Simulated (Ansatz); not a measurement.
# C₃H₄F₂Si: up Jacob's ladder to CCSD(T)

An exercise on one series of results from a longer session: the logs are not shown, and one member is left open.

Program: Ansatz 0.2.0, Gaussian basis. Level of theory: functionals in def2-TZVPP, the program's frozen cores in correlated methods. These are calculated values, not measurements.

The runs, in order: LDA (SPW92), PBE-D4, revPBE-D4, BLYP-D4, r2SCAN-D4, B97M-V, PBE0-D4, B3LYP-D4, r2SCANh-D4, r2SCAN0-D4, HSE06-D4, BHLYP-D4, CAM-B3LYP-D4, LC-ωPBE, ωB97X-V, ωB97M-V, B2PLYP, PBE-QIDH; CCSD(T)/def2-SVP; CCSD(T)/def2-TZVPP; MP2/def2-QZVPP; extrapolation to the limit; RPA on PBE.

### Structure used throughout

An earlier PBE0-D4 in a triple-zeta def2 set relaxation fixed the geometry.

SMILES `C=C=C(F)[SiH2]F`, 10 atoms, charge 0, spin multiplicity 1.

Atoms are counted from 1 here; the program's logs count them from 0.

Bond lengths: C1–C2 1.299 Å, C1–H7 1.086 Å, C1–H8 1.086 Å, C2–C3 1.305 Å, C3–F4 1.357 Å, C3–Si5 1.861 Å, Si5–F6 1.598 Å, Si5–H9 1.481 Å, Si5–H10 1.478 Å. Angles: C2–C1–H7 121.3°, C2–C1–H8 121.2°, H7–C1–H8 117.5°, C1–C2–C3 176.0°, C2–C3–F4 120.6°, C2–C3–Si5 122.0°, F4–C3–Si5 117.4°, C3–Si5–F6 110.2°, C3–Si5–H9 110.2°, C3–Si5–H10 107.6°, F6–Si5–H9 107.1°, F6–Si5–H10 108.9°, H9–Si5–H10 112.7°.

Set-up of the first run:

The input, in.yaml:

```yaml
crystal:
  periodic: [false, false, false]
  atoms:
    - {symbol: C, position_ang: [-1.195783, -1.658607, 0.823925]}
    - {symbol: C, position_ang: [-0.167856, -0.934513, 0.499282]}
    - {symbol: C, position_ang: [0.807539, -0.144944, 0.139991]}
    - {symbol: F, position_ang: [2.096152, -0.472018, 0.412290]}
    - {symbol: Si, position_ang: [0.504661, 1.434482, -0.796115]}
    - {symbol: F, position_ang: [0.906225, 2.694313, 0.101036]}
    - {symbol: H, position_ang: [-1.583975, -2.419331, 0.153414]}
    - {symbol: H, position_ang: [-1.692019, -1.533083, 1.781582]}
    - {symbol: H, position_ang: [1.348539, 1.478185, -2.012089]}
    - {symbol: H, position_ang: [-0.940385, 1.504218, -1.100514]}
basis:
  gaussian: {orbitals: def2-TZVPP}
hamiltonian: {xc: lda}
output: {orbitals: {seedname: orbitals}}
```

Launch:

```bash
ansatz run in.yaml --threads 4 --pin off --events-out ev --progress --plain --max-ram 10444MiB
```

Steps of the session up to this table: LDA; PBE-D4 (GGA); revPBE-D4 (GGA); BLYP-D4 (GGA); r2SCAN-D4 (meta-GGA); B97M-V (meta-GGA); B3LYP-D4 (hybrid); r2SCANh-D4 (hybrid); r2SCAN0-D4 (hybrid); HSE06-D4 (hybrid); BHLYP-D4 (hybrid); CAM-B3LYP-D4 (range-separated); LC-ωPBE (range-separated); ωB97X-V (range-separated); ωB97M-V (range-separated); B2PLYP (double hybrid); PBE-QIDH (double hybrid).

One table of the session follows, with a row left open; its other results are not shown here.

It belongs to the step «Orbital energies across the functionals». 

| functional | HOMO (eV) | gap (eV) |
| --- | --- | --- |
| LDA (SPW92) | -6.80 | 4.49 |
| PBE-D4 | -6.62 | 4.58 |
| revPBE-D4 | -6.56 | 4.62 |
| BLYP-D4 | -6.49 | 4.60 |
| r2SCAN-D4 | -6.86 | 5.02 |
| B97M-V | -6.94 | 5.16 |
| PBE0-D4 | -7.89 | 6.84 |
| B3LYP-D4 | -7.66 | 6.39 |
| r2SCANh-D4 | ? | ? |
| r2SCAN0-D4 | -8.04 | 7.10 |
| HSE06-D4 | -7.49 | 6.05 |
| BHLYP-D4 | -9.01 | 9.07 |
| CAM-B3LYP-D4 | -9.23 | 9.32 |
| LC-ωPBE | -10.57 | 11.84 |
| ωB97X-V | -10.20 | 11.39 |
| ωB97M-V | -10.10 | 11.15 |

Estimate the missing values for r2SCANh-D4.

Worked estimate for «HOMO (eV)». Against the share of exact exchange, r2SCAN-D4 (0, -6.86), r2SCAN0-D4 (0.25, -8.04) give a slope of -4.72 per unit share; at 0.1 the line stands at -7.33.

The run gave: HOMO (eV): -7.33; gap (eV): 5.86. In «HOMO (eV)» the line misses by 0.00.
